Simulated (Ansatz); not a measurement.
I need a formation energy from the elements of TaW and its elements. Use the Python package of Ansatz (0.2.0). Use (first run): r2SCAN, PAW, cutoff 600 eV, Gaussian smearing of 0.05 eV.

Script `formation_taw.py`:
```python
# -*- coding: utf-8 -*-
"""Formation energy of TaW from the elements, after relaxing cells and atoms."""

from collections import Counter

import ansatz as az
import numpy as np

PHASES = {
    "TaW": (
        [(1.614129, -2.307025, 0.0), (1.614129, 2.307025, 0.0), (0.0, 0.0, 4.521398)],
        [
            ("Ta", (0.0, 0.0, 0.0)),
            ("W", (0.5, 0.5, 0.5)),
        ],
    ),
    "Ta": (
        [(-1.65128, 1.65128, 1.65128), (1.65128, -1.65128, 1.65128), (1.65128, 1.65128, -1.65128)],
        [
            ("Ta", (0.0, 0.0, 0.0)),
        ],
    ),
    "W": (
        [(-1.582345, 1.582345, 1.582345), (1.582345, -1.582345, 1.582345), (1.582345, 1.582345, -1.582345)],
        [
            ("W", (0.0, 0.0, 0.0)),
        ],
    ),
}


def build(vectors, sites):
    crystal = az.Crystal(lattice=az.Lattice.of(vectors))
    for symbol, position in sites:
        crystal = crystal.atom(symbol, position)
    return crystal


def ground_state(name, crystal):
    calc = (
        crystal.calculation()
        .functional("r2SCAN")
        .basis(600)  # plane waves up to this kinetic energy
        .kpoints(spacing=0.3)
        .occupations("gaussian", width=0.05)
        .stress()  # GPa
    )
    calc = calc.relax(force_tolerance=0.03, cell=True)
    return calc.run()


def counts(outcome):
    return Counter(site.symbol for site in outcome.lattice.sites)

def formation_energy(outcome, mu):
    n = counts(outcome)
    return (outcome.report["energy_sigma0_ev"] - sum(k * mu[element] for element, k in n.items())) / sum(n.values())


def volume_per_atom(outcome):
    return abs(np.linalg.det(outcome.lattice.cell_ang)) / len(outcome.lattice.sites)

phases = {name: build(*cell) for name, cell in PHASES.items()}

done = {name: ground_state(name, crystal) for name, crystal in phases.items()}

# energy of one atom in its reference phase
references = {"Ta": "Ta", "W": "W"}
mu = {element: done[name].report["energy_sigma0_ev"] / len(done[name].lattice.sites) for element, name in references.items()}

target = done["TaW"]
heat = formation_energy(target, mu)
n = counts(target)
print("cell content:", dict(n), " volume", round(volume_per_atom(target), 3), "A^3/atom")
print("formation energy", round(heat, 4), "eV/atom,", round(heat * sum(n.values()), 4), "eV per cell")
print("bound against the elements" if heat < 0 else "unbound against the elements")
```

```console
$ python formation_taw.py
cell content: {<Element.TA: 'Ta'>: 1, <Element.W: 'W'>: 1}  volume 16.797 A^3/atom
formation energy -0.075 eV/atom, -0.15 eV per cell
bound against the elements
```

What to keep in mind:
- Spin-orbit coupling, which matters for elements this heavy, is left out.
- The cells come from databases of deposited and of computed structures, and not all need be stable phases.
- The compound is the structure given, not necessarily its lowest; energies are at zero temperature, with no correction for gases. A semilocal functional's error on such energies is often 0.05 to 0.1 eV an atom, and 0.1 to 0.3 eV against gases such as O2 or F2.
- Timing: 50 s on 1 thread of Arm Neoverse V1 (shared host), peak memory 0.53 GiB.

(A comment or docstring line of the script was reworded after the run, the code is as it ran; lines on the test bed's own set-up are left out of the output.)
